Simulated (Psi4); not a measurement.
# MoS2ClF (SMILES [F][Mo](=[S])(=[S])[Cl]): a chain of runs

We compute a series of 10 runs (PBE-D4/def2-SVP, PBE0-D4/def2-TZVP, PBE-D4/def2-TZVPP, r2SCAN-D4/def2-TZVPP, B3LYP-D4/def2-TZVPP, PBE0-D4/def2-TZVPP, wB97M-V/def2-TZVPP, CCSD(T)/def2-TZVPP, and more) of MoS2ClF. 

Program for the calculation: Psi4 1.11.

### Step 1. The system as given

MoS2ClF: 5 atoms, total charge 0, spin state singlet. SMILES: `[F][Mo](=[S])(=[S])[Cl]`. Geometry: a GFN2-xTB, rattled relaxation, a rough one for these elements and not checked as a minimum. The run starts from this shape.

Bond lengths: F1–Mo2 1.837 Å, Mo2–S3 2.171 Å, Mo2–S4 2.167 Å, Mo2–Cl5 2.117 Å. Angles: F1–Mo2–S3 108.5°, F1–Mo2–S4 106.5°, F1–Mo2–Cl5 116.7°, S3–Mo2–S4 104.4°, S3–Mo2–Cl5 110.6°, S4–Mo2–Cl5 109.3°.

### Step 2. A geometry optimisation at PBE-D4/def2-SVP (density fitting, core potential) (run 1)

The input, calc.py:

```python
import psi4

psi4.set_memory('4400 MB')
psi4.set_num_threads(2)
psi4.core.set_output_file('clfmos2.out', False)

molecule = psi4.geometry("""
0 1
F     -0.692071    -0.250817     1.745873
Mo     0.008532     0.054720     0.075967
S      1.891716    -1.013636    -0.087547
S     -1.302567    -0.941932    -1.333147
Cl     0.246719     2.077688    -0.499157
symmetry c1
""")

psi4.set_options({
    'basis': 'def2-SVP',
    'reference': 'rks',
    'scf_type': 'df',
    'geom_maxiter': 60,
    'max_force_g_convergence': 0.0005,
})

result = psi4.optimize("PBE-D4", molecule=molecule)
print('E =', round(result, 9))
print(molecule.to_string(dtype='xyz', units='Angstrom'))
```

On the command line:

```sh
$ python calc.py
```

clfmos2.out:

```text
[...]
    !!!  WARNING: ECP capability is in beta. Please check occupations closely.  !!!
[...]
  Running in c1 symmetry.
[...]
  Nuclear repulsion =  397.733589526216576
[...]
  Multiplicity = 1
[...]
  Nalpha       = 36
  Nbeta        = 36
[...]
    Number of basis functions: 99
[...]
   @DF-RKS iter   1: -1423.02648302043053    3.41419e-01   1.17889e-02 ADIIS/DIIS
[...]
   @DF-RKS iter  10: -1423.78695207423266    9.09495e-13   2.60819e-09 DIIS
[...]
  @DF-RKS Final Energy: -1423.78695207423266
   => Energetics <=
    Nuclear Repulsion Energy =            395.1854214701602928
    One-Electron Energy =               -2777.7026536531338934
    Two-Electron Energy =                1056.0039722239193907
    DFT Exchange-Correlation Energy =     -97.2647119703077010
    Empirical Dispersion Energy =          -0.0089801448708307
    VV10 Nonlocal Energy =                  0.0000000000000000
    Total Energy =                      -1423.7869520742326586
[...]
 Multipole Moments:
 ------------------------------------------------------------------------------------
     Multipole            Electronic (a.u.)      Nuclear  (a.u.)        Total (a.u.)
 ------------------------------------------------------------------------------------
 L = 1.  Multiply by 2.5417464519 to convert [e a0] to [Debye]
 Dipole X            :         -5.1780045            5.1976991            0.0196946
 Dipole Y            :         -1.4211629            1.5763780            0.1552151
 Dipole Z            :         12.9491686          -12.9923268           -0.0431582
 Magnitude           :                                                    0.1623030
[...]
  -Total Gradient:
     Atom            X                  Y                   Z
    ------   -----------------  -----------------  -----------------
       1        0.000037088229    -0.000257504942    -0.000075176593
       2       -0.000035113069     0.000426318765    -0.000056847971
       3        0.000043274399    -0.000015861236     0.000119858279
       4       -0.000124018105    -0.000037879739     0.000092451926
       5        0.000114499373     0.000206289520    -0.000235262242
[...]
    Final optimized geometry and variables:
    Molecular point group: c1
    Full point group: C1
    Geometry (in Angstrom), charge = 0, multiplicity = 1:
    F           -0.749289652891    -0.293542381375     1.876216541740
    MO          -0.070624651918    -0.049731504083     0.175213944324
    S            1.807154864323    -1.018411813785     0.032387072233
    S           -1.367373960332    -0.964395310656    -1.227170546277
    CL           0.202727145455     2.111601164770    -0.417508926939
[...]
```

On the terminal:

```text
Some dependencies such as QCElemental have not yet finished migration to pydantic v2. If issues are encountered please downgrade pydantic or upgrade QCElemental as appropriate
Optimizer: Optimization complete!
E = -1423.786952074
5
0 1 ClFMoS2
F                    -0.749289652891    -0.293542381375     1.876216541740
Mo                   -0.070624651918    -0.049731504083     0.175213944324
S                     1.807154864323    -1.018411813785     0.032387072233
S                    -1.367373960332    -0.964395310656    -1.227170546277
Cl                    0.202727145455     2.111601164770    -0.417508926939
```

Wall time 30 s (2 threads of AMD EPYC 7R43 (Zen 3), shared host); peak memory 0.65 GiB.

Step by step:

| step | energy from the first frame kept (eV) | largest force (eV/Å) |
| --- | --- | --- |
| 0 | 0.0000 | 4.5966 |
| 1 | -0.2747 | 0.6519 |
| 2 | -0.2834 | 0.2447 |
| 3 | -0.2853 | 0.0787 |
| 4 | -0.2858 | 0.0222 |

After the run. Bond lengths: F1–Mo2 1.848 Å, Mo2–S3 2.118 Å, Mo2–S4 2.118 Å, Mo2–Cl5 2.258 Å. Angles: F1–Mo2–S3 109.1°, F1–Mo2–S4 109.1°, F1–Mo2–Cl5 114.4°, S3–Mo2–S4 107.5°, S3–Mo2–Cl5 108.2°, S4–Mo2–Cl5 108.3°.

### Step 3. A geometry optimisation at PBE0-D4/def2-TZVP (density fitting, core potential) (run 2)

The input, clfmos2.py:

```python
import psi4

psi4.set_memory(4400000000)
psi4.set_num_threads(2)
psi4.core.set_output_file('output.dat', False)

m = psi4.geometry("""
F     -0.679087    -0.243856     1.773022
Mo    -0.000422    -0.000046     0.072019
S      1.877357    -0.968726    -0.070807
S     -1.297171    -0.914709    -1.330365
Cl     0.272930     2.161287    -0.520703
symmetry c1
""")

options = {'basis': 'def2-TZVP', 'scf_type': 'df', 'geom_maxiter': 50, 'max_force_g_convergence': 0.0002}
psi4.set_options(options)

e = psi4.optimize('pbe0-d4')
print('E =', round(e, 9))
print(m.to_string(dtype='xyz', units='Angstrom'))
```

On the command line:

```sh
$ python clfmos2.py
```

output.dat:

```text
[...]
    !!!  WARNING: ECP capability is in beta. Please check occupations closely.  !!!
[...]
  Running in c1 symmetry.
[...]
  Nuclear repulsion =  395.185478073021443
[...]
  Multiplicity = 1
[...]
  Nalpha       = 36
  Nbeta        = 36
[...]
    Number of basis functions: 182
[...]
   @DF-RKS iter   1: -1423.65601951371832    1.29519e-01   7.13856e-03 DIIS/ADIIS
[...]
   @DF-RKS iter  10: -1424.38400799486408   -7.27596e-12   5.21279e-09 DIIS
[...]
  @DF-RKS Final Energy: -1424.38400799486408
   => Energetics <=
    Nuclear Repulsion Energy =            400.5606916023612030
    One-Electron Energy =               -2789.4492975627481428
    Two-Electron Energy =                1038.2342187586211821
    DFT Exchange-Correlation Energy =     -73.7217747278782269
    Empirical Dispersion Energy =          -0.0078460652199718
    VV10 Nonlocal Energy =                  0.0000000000000000
    Total Energy =                      -1424.3840079948640778
[...]
 Multipole Moments:
 ------------------------------------------------------------------------------------
     Multipole            Electronic (a.u.)      Nuclear  (a.u.)        Total (a.u.)
 ------------------------------------------------------------------------------------
 L = 1.  Multiply by 2.5417464519 to convert [e a0] to [Debye]
 Dipole X            :         -5.0069363            5.0654894            0.0585530
 Dipole Y            :         -1.8207428            1.8933252            0.0725824
 Dipole Z            :         12.5426873          -12.6871203           -0.1444329
 Magnitude           :                                                    0.1719230
[...]
  -Total Gradient:
     Atom            X                  Y                   Z
    ------   -----------------  -----------------  -----------------
       1       -0.000002180128     0.000015751277     0.000006157730
       2       -0.000029077626     0.000079160705     0.000018902416
       3       -0.000008294157     0.000009292683    -0.000024801005
       4        0.000041761328     0.000029144351     0.000008897055
       5        0.000033753641     0.000004991356    -0.000089409015
[...]
    Final optimized geometry and variables:
    Molecular point group: c1
    Full point group: C1
    Geometry (in Angstrom), charge = 0, multiplicity = 1:
    F           -0.742612285739    -0.269521412499     1.859960834246
    MO          -0.068610357648    -0.054475508468     0.170594530123
    S            1.782619417977    -1.003082264453     0.025671490031
    S           -1.344399938214    -0.949062201777    -1.215035538522
    CL           0.194887378876     2.083797991447    -0.400698886077
[...]
```

The script printed:

```text
Some dependencies such as QCElemental have not yet finished migration to pydantic v2. If issues are encountered please downgrade pydantic or upgrade QCElemental as appropriate
	Previous geometry is closer to target in internal coordinates, so using that one.

	Best geometry has RMS(Delta(q)) = 2.38e-06

Optimizer: Optimization complete!
E = -1424.384007995
5
0 1 ClFMoS2
F                    -0.742612285739    -0.269521412499     1.859960834246
Mo                   -0.068610357648    -0.054475508468     0.170594530123
S                     1.782619417977    -1.003082264453     0.025671490031
S                    -1.344399938214    -0.949062201777    -1.215035538522
Cl                    0.194887378876     2.083797991447    -0.400698886077
```

It took 59 s on 2 threads of AMD EPYC 7R43 (Zen 3), shared host; peak memory 0.95 GiB.

The path in brief:

| step | energy from the first frame kept (eV) | largest force (eV/Å) |
| --- | --- | --- |
| 0 | 0.0000 | 1.0662 |
| 1 | -0.0414 | 0.4369 |
| 2 | -0.0489 | 0.0646 |
| 3 | -0.0491 | 0.0287 |
| 4 | -0.0494 | 0.0049 |

After the run. Bond lengths: F1–Mo2 1.832 Å, Mo2–S3 2.085 Å, Mo2–S4 2.085 Å, Mo2–Cl5 2.229 Å. Angles: F1–Mo2–S3 109.7°, F1–Mo2–S4 109.7°, F1–Mo2–Cl5 113.1°, S3–Mo2–S4 107.6°, S3–Mo2–Cl5 108.3°, S4–Mo2–Cl5 108.3°.

Run 3 isn't shown in full; the table further down has it.

### Step 4. A single-point energy at PBE-D4/def2-TZVPP (density fitting, core potential) (run 4)

The input, clfmos2.py:

```python
import psi4

psi4.set_memory(4400000000)
psi4.set_num_threads(2)
psi4.core.set_output_file('output.dat', False)

geom = psi4.geometry("""
F     -0.672410    -0.219836     1.756766
Mo     0.001592    -0.004790     0.067400
S      1.852822    -0.953396    -0.077523
S     -1.274197    -0.899376    -1.318230
Cl     0.265090     2.133484    -0.503893
symmetry c1
""")

psi4.set_options({
    'basis': 'def2-TZVPP',
    'reference': 'rks',
    'scf_type': 'df',
    'dft_radial_points': 99,
    'dft_spherical_points': 590,
})

result, w = psi4.energy('pbe-d4', return_wfn=True)
print(f'pbe-d4 energy: {result:.10f} Eh')
```

On the command line:

```sh
$ python clfmos2.py
```

output.dat:

```text
[...]
    !!!  WARNING: ECP capability is in beta. Please check occupations closely.  !!!
[...]
  Running in c1 symmetry.
[...]
  Nuclear repulsion =  400.560725196660769
[...]
  Multiplicity = 1
[...]
  Nalpha       = 36
  Nbeta        = 36
[...]
    Number of basis functions: 213
[...]
   @DF-RKS iter   1: -1423.60821592673415    2.67342e-01   6.48104e-03 DIIS/ADIIS
[...]
   @DF-RKS iter  13: -1424.36974945602265   -4.60798e-08   2.98381e-07 DIIS
[...]
    Orbital Energies [Eh]
    ---------------------
    Doubly Occupied:
       1A   -100.689185     2A    -88.067834     3A    -88.067831
       4A    -24.285595     5A     -9.203862     6A     -7.695646
       7A     -7.695639     8A     -7.022803     9A     -7.019729
      10A     -7.018529    11A     -5.713954    12A     -5.713951
      13A     -5.713207    14A     -5.713202    15A     -5.711439
      16A     -5.711436    17A     -2.545352    18A     -1.595317
      19A     -1.585736    20A     -1.581509    21A     -1.083492
      22A     -0.767952    23A     -0.644326    24A     -0.634283
      25A     -0.447630    26A     -0.419011    27A     -0.415199
      28A     -0.382766    29A     -0.357201    30A     -0.341531
      31A     -0.334884    32A     -0.320731    33A     -0.305578
      34A     -0.283061    35A     -0.282325    36A     -0.246225
[...]
  @DF-RKS Final Energy: -1424.36974945602265
   => Energetics <=
    Nuclear Repulsion Energy =            400.5607251966607691
    One-Electron Energy =               -2789.7409128824347135
    Two-Electron Energy =                1062.1846506289375611
    DFT Exchange-Correlation Energy =     -97.3651054314416911
    Empirical Dispersion Energy =          -0.0091069677445461
    VV10 Nonlocal Energy =                  0.0000000000000000
    Total Energy =                      -1424.3697494560226460
[...]
 Multipole Moments:
 ------------------------------------------------------------------------------------
     Multipole            Electronic (a.u.)      Nuclear  (a.u.)        Total (a.u.)
 ------------------------------------------------------------------------------------
 L = 1.  Multiply by 2.5417464519 to convert [e a0] to [Debye]
 Dipole X            :         -5.0384759            5.0654998            0.0270239
 Dipole Y            :         -1.7649418            1.8933444            0.1284026
 Dipole Z            :         12.6246256          -12.6871165           -0.0624909
 Magnitude           :                                                    0.1453363
[...]
```

The script printed:

```text
pbe-d4 energy: -1424.3697494560 Eh
```

Run time: 20 s. Hardware: 2 threads of AMD EPYC 7R43 (Zen 3), shared host; peak memory 1.6 GiB.

Runs 5 to 9 aren't shown in full; the table further down has their settings and results.

### Step 5. The energy at MP2/def2-QZVPP (density fitting, core potential, density fitting for correlation) (run 10)

The input, calc.py:

```python
import psi4

psi4.set_memory('4400 MB')
psi4.set_num_threads(2)
psi4.core.set_output_file('run.log', False)

geom = psi4.geometry("""
0 1
F     -0.672410    -0.219836     1.756766
Mo     0.001592    -0.004790     0.067400
S      1.852822    -0.953396    -0.077523
S     -1.274197    -0.899376    -1.318230
Cl     0.265090     2.133484    -0.503893
symmetry c1
""")

psi4.set_options({
    'reference': 'rhf',
    'scf_type': 'df',
    'num_frozen_docc': 16,
})

energy_value, wavefunction = psi4.energy("mp2/def2-QZVPP", molecule=geom, return_wfn=True)
print(f'mp2/def2-QZVPP energy: {energy_value:.10f} Eh')
```

On the command line:

```sh
$ python calc.py
```

run.log:

```text
[...]
    !!!  WARNING: ECP capability is in beta. Please check occupations closely.  !!!
[...]
  Running in c1 symmetry.
[...]
  Nuclear repulsion =  400.560725196660769
[...]
  Multiplicity = 1
[...]
  Nalpha       = 36
  Nbeta        = 36
[...]
    Number of basis functions: 348
[...]
   @DF-RHF iter   1: -1421.24734942686359   -3.47707e-01   3.04224e-03 ADIIS/DIIS
[...]
   @DF-RHF iter  19: -1421.76569150738942   -1.33923e-10   6.95814e-09 DIIS
[...]
    Orbital Energies [Eh]
    ---------------------
    Doubly Occupied:
       1A   -104.863075     2A    -91.990694     3A    -91.990692
       4A    -26.312979     5A    -10.589511     6A     -8.993960
       7A     -8.993958     8A     -8.056018     9A     -8.055184
      10A     -8.055016    11A     -6.673941    12A     -6.673938
      13A     -6.673498    14A     -6.673496    15A     -6.673085
      16A     -6.673083    17A     -3.237714    18A     -2.079155
      19A     -2.071736    20A     -2.069059    21A     -1.573080
      22A     -1.108743    23A     -0.941905    24A     -0.927588
      25A     -0.710497    26A     -0.688107    27A     -0.682044
      28A     -0.568360    29A     -0.542113    30A     -0.515841
      31A     -0.506046    32A     -0.500435    33A     -0.459058
      34A     -0.428299    35A     -0.418024    36A     -0.376290
[...]
  @DF-RHF Final Energy: -1421.76569150738942
   => Energetics <=
    Nuclear Repulsion Energy =            400.5607251966607691
    One-Electron Energy =               -2787.9603928059823374
    Two-Electron Energy =                 965.6339761019321486
    Total Energy =                      -1421.7656915073894197
[...]
 Multipole Moments:
 ------------------------------------------------------------------------------------
     Multipole            Electronic (a.u.)      Nuclear  (a.u.)        Total (a.u.)
 ------------------------------------------------------------------------------------
 L = 1.  Multiply by 2.5417464519 to convert [e a0] to [Debye]
 Dipole X            :         -4.9946814            5.0654998            0.0708184
 Dipole Y            :         -1.8426588            1.8933444            0.0506856
 Dipole Z            :         12.5108118          -12.6871165           -0.1763047
 Magnitude           :                                                    0.1966408
[...]
```

On the terminal:

```text
mp2/def2-QZVPP energy: -1423.3085876481 Eh
```

Wall time 22 s (2 threads of AMD EPYC 7R43 (Zen 3), shared host); peak memory 1.2 GiB.

### Step 6. Overview of the runs

| run | level | geom maxiter | max force g convergence | energy (Eh) | dipole moment (D) | HOMO energy (eV) | LUMO energy (eV) | wall time |
| --- | --- | --- | --- | --- | --- | --- | --- | --- |
| 1 | PBE-D4/def2-SVP (density fitting, core potential) | 60 | 0.0005 | -1423.786952 | 0.41 | -6.71 | -4.54 | 30 s |
| 2 | PBE0-D4/def2-TZVP (density fitting, core potential) | 50 | 0.0002 | -1424.384008 | 0.44 | -7.83 | -3.86 | 59 s |
| 3 | PBE0-D4/def2-TZVP (density fitting, core potential) | – | – | -1424.384010 | 0.44 | – | – | 5.2 min |
| 4 | PBE-D4/def2-TZVPP (density fitting, core potential) | – | – | -1424.369749 | 0.37 | -6.70 | -4.46 | 20 s |
| 5 | r2SCAN-D4/def2-TZVPP (density fitting, core potential) | – | – | -1424.858789 | 0.37 | -6.99 | -4.51 | 38 s |
| 6 | B3LYP-D4/def2-TZVPP (density fitting, core potential) | – | – | -1425.005066 | 0.42 | -7.58 | -3.98 | 19 s |
| 7 | PBE0-D4/def2-TZVPP (density fitting, core potential) | – | – | -1424.389409 | 0.40 | -7.82 | -3.83 | 21 s |
| 8 | wB97M-V/def2-TZVPP (density fitting, core potential) | – | – | -1424.723666 | 0.38 | -9.82 | -1.85 | 52 s |
| 9 | CCSD(T)/def2-TZVPP (density fitting, core potential, density fitting for correlation) | – | – | -1423.168108 | – | -10.26 | -0.70 | 27 min |
| 10 | MP2/def2-QZVPP (density fitting, core potential, density fitting for correlation) | – | – | -1423.308588 | – | -10.24 | -0.68 | 22 s |

### Step 7. Outcome

```
                                                            quantity           value
                                run 10, MP2/def2-QZVPP: total energy  -1423.30859 Eh
         run 10, MP2/def2-QZVPP: HOMO energy (Hartree–Fock orbitals)       -10.24 eV
         run 10, MP2/def2-QZVPP: LUMO energy (Hartree–Fock orbitals)        -0.68 eV
       run 10, MP2/def2-QZVPP: HOMO–LUMO gap (Hartree–Fock orbitals)         9.56 eV
run 10, MP2/def2-QZVPP: correlation energy (16 core orbitals frozen)     -1542.9 mEh
```

**Reading.** Over runs 3, 4, 5, 6, 7, 8 the dipole moment (its size) runs from 0.37 D (PBE-D4/def2-TZVPP) to 0.44 D (PBE0-D4/def2-TZVP). The two ends differ in method and basis. Over runs 4, 5, 6, 7, 8 the HOMO–LUMO gap runs from 2.24 eV (PBE-D4/def2-TZVPP) to 7.97 eV (wB97M-V/def2-TZVPP). Totals of different functionals can't be ranked against each other. All runs together took 37 min, the longest 27 min.
